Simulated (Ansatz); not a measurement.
# TiSn3O8: the band gap up the ladder of functionals

One table from this session's results is given with a row withheld; the runs are named, their logs left out.

Code: Ansatz 0.2.0. PAW datasets, plane waves. Note: simulated data, non-magnetic, for a generated structure that need not be the stable one.

## The structure to begin with

The cell was relaxed beforehand with r2SCAN.

It is orthorhombic, Pmm2 (No. 25); a = 3.371 Å, b = 7.289 Å, c = 5.400 Å in the conventional setting, 11.06 Å³ an atom. Near Sn stand 6 O at 1.99–2.35 Å; near Sn stand 4 O at 1.99–2.05 Å; near O stand 1 Ti at 1.97 Å and 1 Sn at 2.06 Å; near O stand 4 Sn at 2.05–2.35 Å; near O stand 2 Sn at 1.99 Å.

Coordinates:

```xyz
12
Lattice="3.3711 0.0000 0.0000 0.0000 7.2889 0.0000 0.0000 0.0000 5.3998" Properties=species:S:1:pos:R:3 pbc="T T T"
Sn    1.6855    0.0000    2.6409
Sn    0.0000    5.4538    0.0950
O     1.6855    5.4233    1.7742
O     0.0000    0.0000    1.0065
O     0.0000    0.0000    3.7067
O     1.6855    5.3749    4.4387
Ti    1.6855    3.6445    2.6320
Sn    0.0000    1.8351    0.0950
O     1.6855    1.8657    1.7742
O     0.0000    3.6445    0.9504
O     0.0000    3.6445    3.4469
O     1.6855    1.9141    4.4387
```

The first run:

Contents of input.yaml:

```yaml
crystal:
  lattice:
    - [3.3710772382, 0.0, 0.0]
    - [0.0, 7.2889466062, 0.0]
    - [0.0, 0.0, 5.3998411936]
  atoms:
    - { symbol: Sn, position: [0.5, 0.0, 0.4890775275] }
    - { symbol: Sn, position: [0.0, 0.7482290537, 0.0175865355] }
    - { symbol: O, position: [0.5, 0.7440411827, 0.3285609901] }
    - { symbol: O, position: [0.0, 0.0, 0.1863942541] }
    - { symbol: O, position: [0.0, 0.0, 0.6864414464] }
    - { symbol: O, position: [0.5, 0.7373983134, 0.8220079523] }
    - { symbol: Ti, position: [0.5, 0.5, 0.4874303772] }
    - { symbol: Sn, position: [0.0, 0.2517709463, 0.0175865355] }
    - { symbol: O, position: [0.5, 0.2559588173, 0.3285609901] }
    - { symbol: O, position: [0.0, 0.5, 0.1760131375] }
    - { symbol: O, position: [0.0, 0.5, 0.6383323016] }
    - { symbol: O, position: [0.5, 0.2626016866, 0.8220079523] }
kpoints:
  mp_grid: { grid: [8, 4, 6] }
  band_path:
    path:
      - [[0.0, 0.0, 0.0], [0.5, -6.078645324171e-35, 1.337413912261e-34], [0.5, 0.5, -2.832633347074e-18], [8.011746854784e-52, 0.5, -2.832633347074e-18], [0.0, 0.0, 0.0], [7.802455054803e-52, 5.971655032584e-34, 0.5], [0.5, 5.971655032584e-34, 0.5], [0.5, 0.5, 0.5], [7.802455054803e-52, 0.5, 0.5], [7.802455054803e-52, 5.971655032584e-34, 0.5]]
      - [[0.5, -6.078645324171e-35, 1.337413912261e-34], [0.5, 5.971655032584e-34, 0.5]]
      - [[8.011746854784e-52, 0.5, -2.832633347074e-18], [7.802455054803e-52, 0.5, 0.5]]
      - [[0.5, 0.5, -2.832633347074e-18], [0.5, 0.5, 0.5]]
    npoints: 10
hamiltonian:
  xc: pbe
scf:
  occupations: { method: fermi_dirac, width: 0.02 }
  n_extra_bands: 7
output:
  forces: true
  stress: true
  eigenvalues: true
```

Among the steps run: Band structure with PBE; r2SCAN at the same geometry; HSE06; PBE+SOC at the same geometry; PBE0.

One table of the session follows, with a row left open; its other results are not shown here.

```
  level  gap (eV)
    PBE      1.94
 r2SCAN         ?
  HSE06      3.50
PBE+SOC      1.95
   PBE0      4.22
```

Estimate the missing values for r2SCAN.

The run gave: gap (eV): 2.52. In the column «gap (eV)» it lies between PBE+SOC (1.95) and HSE06 (3.50).

Meshes: PBE 8×4×6, r2SCAN 8×4×6, HSE06 4×2×4, PBE+SOC 8×4×6, PBE0 4×2×4

PBE gives the least gap, 1.94 eV, and PBE0 the largest, 4.22 eV. Against HSE06, PBE is short by 1.56 eV, at 56 % of it, and r2SCAN 72 %. PBE0 lies 0.72 eV above HSE06, which differs from it by screening the long-range exchange.

Limits of these values: Warnings in the runs' records: stress scf threshold loose, stress exchange threshold loose.
